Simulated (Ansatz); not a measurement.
**C15H14, 29 atoms: cost of a run**

To be measured: the time of a single point at PBE on C15H14.

Program: Ansatz 0.2.0 (single point, PBE, Gaussian basis). Host: Intel Xeon 6975P-C (Granite Rapids), 96 cores, 190 hardware threads, 362 GiB; it was booked for these runs alone, one at a time. Each run is timed once from launch to exit, start-up included.

## 1. The job

A molecule of 29 atoms and 104 electrons, SMILES CC1(C)c2ccccc2c2ccccc12, in the basis def2-tzvpd.

## 2. Baseline

File input.yaml:

```yaml
crystal:
  periodic: [false, false, false]
  atoms:
    - { symbol: C, position_ang: [0.3000, 1.9100, 1.4600] }
    - { symbol: C, position_ang: [0.1600, 1.1900, 0.1200] }
    - { symbol: C, position_ang: [0.2600, 2.1700, -1.0500] }
    - { symbol: C, position_ang: [1.2100, 0.0700, -0.0100] }
    - { symbol: C, position_ang: [2.5900, 0.1800, -0.0200] }
    - { symbol: C, position_ang: [3.3400, -0.9900, -0.1500] }
    - { symbol: C, position_ang: [2.7100, -2.2400, -0.2700] }
    - { symbol: C, position_ang: [1.3200, -2.3400, -0.2600] }
    - { symbol: C, position_ang: [0.5700, -1.1800, -0.1300] }
    - { symbol: C, position_ang: [-0.8700, -0.9900, -0.0900] }
    - { symbol: C, position_ang: [-1.9000, -1.9100, -0.1700] }
    - { symbol: C, position_ang: [-3.2100, -1.4400, -0.1100] }
    - { symbol: C, position_ang: [-3.4900, -0.0700, 0.0400] }
    - { symbol: C, position_ang: [-2.4500, 0.8500, 0.1200] }
    - { symbol: C, position_ang: [-1.1400, 0.3900, 0.0600] }
    - { symbol: H, position_ang: [0.2300, 1.2200, 2.3100] }
    - { symbol: H, position_ang: [-0.4900, 2.6600, 1.5900] }
    - { symbol: H, position_ang: [1.2600, 2.4300, 1.5400] }
    - { symbol: H, position_ang: [0.1700, 1.6600, -2.0200] }
    - { symbol: H, position_ang: [-0.5300, 2.9300, -1.0000] }
    - { symbol: H, position_ang: [1.2300, 2.7000, -1.0500] }
    - { symbol: H, position_ang: [3.0800, 1.1400, 0.0800] }
    - { symbol: H, position_ang: [4.4300, -0.9400, -0.1600] }
    - { symbol: H, position_ang: [3.3100, -3.1400, -0.3700] }
    - { symbol: H, position_ang: [0.8400, -3.3100, -0.3500] }
    - { symbol: H, position_ang: [-1.7000, -2.9700, -0.2800] }
    - { symbol: H, position_ang: [-4.0400, -2.1500, -0.1700] }
    - { symbol: H, position_ang: [-4.5200, 0.2600, 0.0900] }
    - { symbol: H, position_ang: [-2.6600, 1.9100, 0.2300] }
basis:
  gaussian: { orbitals: def2-tzvpd }
```

On the command line:

```bash
ansatz run input.yaml --backend cpu --events-out ev --progress --plain --runs-dir out
```

What it wrote:

```text
pinning: not binding workers (pin `auto` leaves the workers unbound: the CPU quota is narrower than the CPUs that the planning thread may run on, so engines sharing the machine would bind the same CPUs; pin `on` binds them even so)
Engine: ansatz 0.2.0, x86_64-unknown-linux-gnu
Functional definition: PBE
  exchange = pbe_x(kappa = kappa, mu = beta*pi^2/3)
  correlation = pbe_c(beta = beta)
3324 factors; their error is unknown
mean field evaluation 1: about -15735.7133 eV, gradient 1.1e2 eV
mean field evaluation 2: about -15673.6814 eV, gradient 1.9e2 eV
mean field evaluation 4: about -15765.2234 eV, gradient 3.7e1 eV
mean field evaluation 8: about -15768.7102 eV, gradient 6.9e-1 eV
mean field evaluation 16: about -15768.5807 eV, gradient 7.4e-3 eV
mean field -15768.58069221 eV, -579.4846521108 hartree, gradient 7.7e-5 eV, S^2 0.000000; 0 other end points of the search recorded, 0 dependent functions left out
reference -15768.58076940 eV, -579.4846549473 hartree; 52, 52 occupied and 629, 629 virtual orbitals, 3324 factors
Total energy: -15768.58076940 eV, -579.4846549473 hartree
```

Wall time 2.5 s, CPU time 2.6 min, peak memory 2.8 GiB, 24 SCF iterations in all (96 threads).

Size of the job: 104 electrons, 681 basis functions.

Where the time went (the program's own counters):

```
      phase  seconds  share of the wall time
hamiltonian      2.4                    95 %
```

## 3. What came out

| quantity | value |
| --- | --- |
| reference | 2.5 s on 96 threads |

CPU time over wall time is 61, for 96 threads. The figures hold for this build, input and host.
